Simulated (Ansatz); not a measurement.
# UBLYP/aug-cc-pVDZ run of CH4Ga (SMILES [CH3][GaH])

What is the electronic atomisation energy of CH4Ga at UBLYP/aug-cc-pVDZ? 

The results are computed with Ansatz 0.2.0.

35 further runs of the same task are left out: 35 set aside as unsound or not needed. Runs told in other sessions of the task aren't counted.

### 1 The molecule

CH4Ga has 6 atoms, charge 0, and is taken as a doublet. As SMILES, `[CH3][GaH]`. Geometry: relaxed at PBE0-D4/def2-TZVP.

Bond lengths: C1–Ga2 1.990 Å, C1–H3 1.089 Å, C1–H4 1.095 Å, C1–H5 1.094 Å, Ga2–H6 1.603 Å. Angles: C1–Ga2–H6 119.3°, Ga2–C1–H3 113.1°, Ga2–C1–H4 108.5°, Ga2–C1–H5 108.8°, H3–C1–H4 109.1°, H3–C1–H5 109.3°, H4–C1–H5 107.8°.

### 2 A single-point energy at UBLYP/aug-cc-pVDZ

File job.yaml:

```yaml
crystal:
  periodic: [false, false, false]
  atoms:
    - {symbol: C, position_ang: [-0.029300, -0.418300, -0.518000]}
    - {symbol: Ga, position_ang: [0.685700, 0.372600, 1.162100]}
    - {symbol: H, position_ang: [0.574700, -1.243100, -0.892900]}
    - {symbol: H, position_ang: [-1.046400, -0.775600, -0.328700]}
    - {symbol: H, position_ang: [-0.085700, 0.364700, -1.280300]}
    - {symbol: H, position_ang: [-0.056900, 1.635600, 1.811600]}
basis:
  gaussian:
    orbitals: aug-cc-pVDZ
magnetization:
  spin_polarized: true
  initial_magnetization: 1
hamiltonian:
  xc: {name: BLYP}
accuracy: high
output:
  orbitals: {seedname: orbitals}
```

Command:

```
$ ansatz run job.yaml --threads 1 --pin off --max-ram 2610MiB --events-out events.jsonl --progress --plain --runs-dir runs
```

The log of the run:

```text
Warning: RAYON_NUM_THREADS=1 ignored (pool sized by the plan → 1); use --threads N
Functional definition: BLYP
  name "BLYP"
  parameter beta = 0.0042
  parameter a = 0.04918
  parameter b = 0.132
  parameter c = 0.2533
  parameter d = 0.349
  exchange = b88_x(beta = beta)
  correlation = lyp_c(a = a, b = b, c = c, d = d)
1881 factors; integrals over basis functions are off by at most 4.4e-9 eV
mean field evaluation 1: about -53466.3229 eV, gradient 5.0e1 eV
mean field evaluation 2: about -53425.8473 eV, gradient 7.7e1 eV
mean field evaluation 4: about -53478.7756 eV, gradient 5.7e0 eV
mean field evaluation 8: about -53479.1131 eV, gradient 8.3e-2 eV
mean field evaluation 16: about -53479.1132 eV, gradient 9.5e-6 eV
mean field -53479.11318459 eV, -1965.3211600887 hartree, gradient 7.1e-8 eV, S^2 0.751272; 0 other end points of the search recorded, 0 dependent functions left out
reference -53479.11324380 eV, -1965.3211622647 hartree; 21, 20 occupied and 74, 75 virtual orbitals, 1881 factors
Total energy: -53479.11324380 eV, -1965.3211622647 hartree
```

It took 13 s on 1 thread of Arm Neoverse V2, shared host; peak memory 0.29 GiB.

### 3 The C atom

File input.yaml:

```yaml
crystal:
  periodic: [false, false, false]
  atoms:
    - symbol: C
      position_ang: [0.000000, 0.000000, 0.000000]
basis:
  gaussian: {orbitals: aug-cc-pVDZ}
magnetization: {spin_polarized: true, initial_magnetization: 2}
hamiltonian: {xc: {name: BLYP}}
accuracy: high
```

Run the same way, it converges to -37.84085 Eh (log not shown).

### 4 The Ga atom at the same level

File input.yaml:

```yaml
basis:
  gaussian: {orbitals: aug-cc-pVDZ}
crystal:
  periodic: [false, false, false]
  atoms:
    - {symbol: Ga, position_ang: [0.000000, 0.000000, 0.000000]}
hamiltonian: {xc: {name: BLYP}}
accuracy: high
magnetization: {spin_polarized: true, initial_magnetization: 1}
```

Run the same way, it converges to -1924.85676 Eh (log not shown).

### 5 The H atom

File in.yaml:

```yaml
crystal:
  periodic: [false, false, false]
  atoms:
    - {symbol: H, position_ang: [0.000000, 0.000000, 0.000000]}
basis:
  gaussian:
    orbitals: aug-cc-pVDZ
magnetization:
  spin_polarized: true
  initial_magnetization: 1
hamiltonian:
  xc: {name: BLYP}
accuracy: high
```

Run the same way, it converges to -0.49701 Eh (log not shown).

### 6 Outcome

At UBLYP/aug-cc-pVDZ:

| quantity | value |
| --- | --- |
| molecule: total energy | -1965.32116 Eh |
| molecule: HOMO energy (highest over α and β) | -4.10 eV |
| molecule: LUMO energy (lowest over α and β) | -3.11 eV |
| molecule: ⟨S²⟩ | 0.751 |
| C atom: total energy | -37.84085 Eh |
| C atom: ⟨S²⟩ | 2.003 |
| Ga atom: total energy | -1924.85676 Eh |
| Ga atom: ⟨S²⟩ | 0.752 |
| H atom: total energy | -0.49701 Eh |
| H atom: ⟨S²⟩ | 0.750 |
| electronic atomisation energy | 17.293 eV |

In words: Taking the molecule apart into free atoms costs 17.29 eV (1669 kJ/mol), before zero-point energy and without spin-orbit coupling.
